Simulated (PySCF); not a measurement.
# PBr (triplet): spin, charge, geometry and surroundings

How does PBr (triplet) answer to another spin, charge, distance or environment?

Method: method and basis as typed in the scripts; program: PySCF 2.14.0.

5 further runs of the same task are left out: 5 that didn't finish.

## (1) Starting geometry

PBr (triplet): 2 atoms, charge 0, spin multiplicity 3.

Bond lengths: P1–Br2 2.289 Å.

## (2) The base run

File input.py:

```python
from pyscf import gto, scf, mcscf

mol = gto.M(
    atom='P 0 0 0; Br 0 0 2.289',
    basis='crenbl',
    ecp={'P': 'crenbl', 'Br': 'crenbl'},
    charge=0,
    spin=2,
    verbose=4,
)
mf = scf.ROHF(mol)
mf.kernel()
mc = mcscf.CASSCF(mf, 8, 6)
mc.kernel()
mc.analyze()
mf.dip_moment()
print('orbital energies (hartree):', mf.mo_energy[..., max(0, mol.nelec[1]-3):mol.nelec[0]+3].round(4))
```

The run is started by

```console
> OMP_NUM_THREADS=1 python input.py
```

Its log is not repeated here.

In short: E(SCF) = -159.413595 Eh, 9 cycles, E(CAS) − E(SCF) = -0.03072 Eh, μ = 2.22 D (of the SCF density).

The bond length is a typed value, not an optimised one. The triplet is typed in the script; nothing here shows that it is the ground state.

## (3) Singlet

Variant 1 changes spin (2S): 2 → 0; active space: 6 electrons in 8 orbitals → 8 electrons in 6 orbitals.

File input.py:

```python
from pyscf import gto, scf, mcscf

mol = gto.M(
    atom='P 0 0 0; Br 0 0 2.289',
    basis='crenbl',
    ecp={'P': 'crenbl', 'Br': 'crenbl'},
    charge=0,
    spin=0,
    verbose=4,
)
mf = scf.ROHF(mol)
mf.kernel()
mc = mcscf.CASSCF(mf, 6, 8)
mc.kernel()
mc.analyze()
mf.dip_moment()
print('orbital energies (hartree):', mf.mo_energy[..., max(0, mol.nelec[1]-3):mol.nelec[0]+3].round(4))
```

The run is started by

```console
> OMP_NUM_THREADS=1 python input.py
```

## (4) Bond 2.358 Å

Variant 2 changes bond length: 2.289 Å → 2.358 Å.

input.py, as its differences from that of step 2:

```diff
@@ -3,3 +3,3 @@
 mol = gto.M(
-    atom='P 0 0 0; Br 0 0 2.289',
+    atom='P 0 0 0; Br 0 0 2.358',
     basis='crenbl',
```

## (5) Bond 2.564 Å

Variant 3 changes bond length: 2.289 Å → 2.564 Å.

input.py, as its differences from that of step 2:

```diff
@@ -3,3 +3,3 @@
 mol = gto.M(
-    atom='P 0 0 0; Br 0 0 2.289',
+    atom='P 0 0 0; Br 0 0 2.564',
     basis='crenbl',
```

## (6) Bond 2.014 Å

Variant 4 changes bond length: 2.289 Å → 2.014 Å.

input.py, as its differences from that of step 2:

```diff
@@ -3,3 +3,3 @@
 mol = gto.M(
-    atom='P 0 0 0; Br 0 0 2.289',
+    atom='P 0 0 0; Br 0 0 2.014',
     basis='crenbl',
```

What does the calculation give? Wanted: for each run, E(SCF); from base; SCF dipole; after the SCF.

The runs gave:

```
         run  E(SCF) (hartree)  from base (eV)  cycles  SCF dipole (D)                 after the SCF
        base       -159.413595               0       9            2.22  CASSCF correlation -0.836 eV
     singlet       -159.345899         +1.8421       9            1.83  CASSCF correlation -2.516 eV
bond 2.358 Å       -159.415109         -0.0412       9            2.54  CASSCF correlation -0.870 eV
bond 2.564 Å       -159.410008         +0.0976      10            3.41  CASSCF correlation -1.016 eV
bond 2.014 Å       -159.377510         +0.9819       9            0.86  CASSCF correlation -0.624 eV
```

What this shows: The largest comparable shift of the SCF energy, +1.842 eV, comes with the run “singlet”. The singlet solution found lies 1.84 eV above the base triplet at this geometry and level.
